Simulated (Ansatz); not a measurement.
# W16N: the cost of one run

Program: Ansatz 0.2.0. Level of theory: DFT PBE, plane waves, PAW, scalar-relativistic, no spin polarisation. These are calculated values, not measurements.

**1. The starting structure**

The cell holds 17 atoms (NW16): a = 6.320 Å, b = 6.320 Å, c = 6.320 Å, α = 90.00°, β = 90.00°, γ = 90.00°.

The coordinates stand in the first input below.

**2. Relaxing end A**

Input file input.yaml:

```yaml
crystal:
  lattice:
    - [6.32, 0.0, 0.0]
    - [0.0, 6.32, 0.0]
    - [0.0, 0.0, 6.32]
  atoms:
    - { symbol: W, position: [0.0, 0.0, 0.0] }
    - { symbol: W, position: [0.5, 0.0, 0.0] }
    - { symbol: W, position: [0.0, 0.5, 0.0] }
    - { symbol: W, position: [0.0, 0.0, 0.5] }
    - { symbol: W, position: [0.25, 0.25, 0.25] }
    - { symbol: W, position: [0.5, 0.5, 0.0] }
    - { symbol: W, position: [0.5, 0.0, 0.5] }
    - { symbol: W, position: [0.75, 0.25, 0.25] }
    - { symbol: W, position: [0.0, 0.5, 0.5] }
    - { symbol: W, position: [0.25, 0.75, 0.25] }
    - { symbol: W, position: [0.25, 0.25, 0.75] }
    - { symbol: W, position: [0.5, 0.5, 0.5] }
    - { symbol: W, position: [0.75, 0.75, 0.25] }
    - { symbol: W, position: [0.75, 0.25, 0.75] }
    - { symbol: W, position: [0.25, 0.75, 0.75] }
    - { symbol: W, position: [0.75, 0.75, 0.75] }
    - { symbol: "N", position: [0.6246802, 0.2486069, -0.00681] }
basis:
  ecutwfc: 420.0
kpoints:
  mp_grid: { grid: [3, 3, 3] }
hamiltonian:
  xc: pbe
scf:
  occupations: { method: gaussian, width: 0.15 }
  lower_state_search: "off"
relax:
  f_tol: 0.03
  max_steps: 60
  adjacent_minimum: "off"
```

Launch:

```console
$ ansatz run input.yaml --threads 4 --pin off --max-ram 10240MiB --backend cpu --events-out ev --progress --plain --runs-dir out
```

**Question.** How long does this run take on 4 threads of Arm Neoverse V2, shared host, and how much memory does it need?

About 57 s, with a peak of 1.1 GiB.
